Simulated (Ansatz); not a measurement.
# C2H3ClSn: how energies converge with the basis set

How large a basis does C2H3ClSn need? Two functionals are run in growing sets.

The runs use Ansatz 0.2.0, Gaussian basis; one geometry, several basis sets.

Levels to be run: PBE0-D4/def2-SVP; ωB97M-V/def2-SVP; PBE0-D4/def2-QZVPP; ωB97M-V/def2-QZVPP; the functionals' def2-TZVPP values are taken from earlier runs.

## 1. The relaxed structure

An earlier PBE0-D4/def2-TZVP relaxation fixed the geometry. Sn takes the def2 core potential; no spin-orbit term is included.

SMILES `C#[C][SnH2][Cl]`, 7 atoms, charge 0, spin multiplicity 1.

Atoms are counted from 1 here; the program's logs count them from 0.

Bond lengths: C1–C2 1.206 Å, C1–H5 1.066 Å, C2–Sn3 2.070 Å, Sn3–Cl4 2.326 Å, Sn3–H6 1.696 Å, Sn3–H7 1.696 Å. Angles: C2–C1–H5 179.6°, C1–C2–Sn3 179.3°, C2–Sn3–Cl4 106.5°, C2–Sn3–H6 110.5°, C2–Sn3–H7 110.5°, Cl4–Sn3–H6 106.8°, Cl4–Sn3–H7 106.8°, H6–Sn3–H7 115.2°.

## 2. PBE0-D4 in def2-SVP

File in.yaml:

```yaml
crystal:
  periodic: [false, false, false]
  atoms:
    - {symbol: C, position_ang: [0.327744, -2.043462, 0.647256]}
    - {symbol: C, position_ang: [0.191180, -0.891095, 0.319750]}
    - {symbol: Sn, position_ang: [-0.023658, 1.094371, -0.225957]}
    - {symbol: Cl, position_ang: [-1.694483, 1.157267, -1.843485]}
    - {symbol: H, position_ang: [0.443837, -3.064399, 0.932685]}
    - {symbol: H, position_ang: [-0.577050, 2.014834, 1.086707]}
    - {symbol: H, position_ang: [1.393728, 1.664485, -0.962556]}
basis:
  gaussian: {orbitals: def2-SVP}
hamiltonian: {xc: pbe0, dispersion: d4}
output: {orbitals: {seedname: orbitals}}
```

The run is started by

```console
> ansatz run in.yaml --threads 2 --pin off --events-out ev --progress --plain --max-ram 32768MiB --backend cpu
```

The runs that follow: ωB97M-V in def2-SVP; PBE0-D4 in def2-QZVPP; ωB97M-V in def2-QZVPP.

**Question.** What will the summary of the whole plan be? Wanted: PBE0-D4: double and triple zeta above quadruple; ωB97M-V: double and triple zeta above quadruple.

As calculated:

| quantity | value |
| --- | --- |
| PBE0-D4: double and triple zeta above quadruple | 7.57, 0.54 eV |
| ωB97M-V: double and triple zeta above quadruple | 7.63, 0.51 eV |

In words: For PBE0-D4 the step from double to triple zeta gains 7.03 eV and the next only 0.54 eV. These are total energies; as a rule much of such shifts cancels in differences, which this series doesn't test. The LUMO of ωB97M-V is positive and keeps falling with the basis (1.02 to 0.50 eV): an unbound level that the basis holds in place.
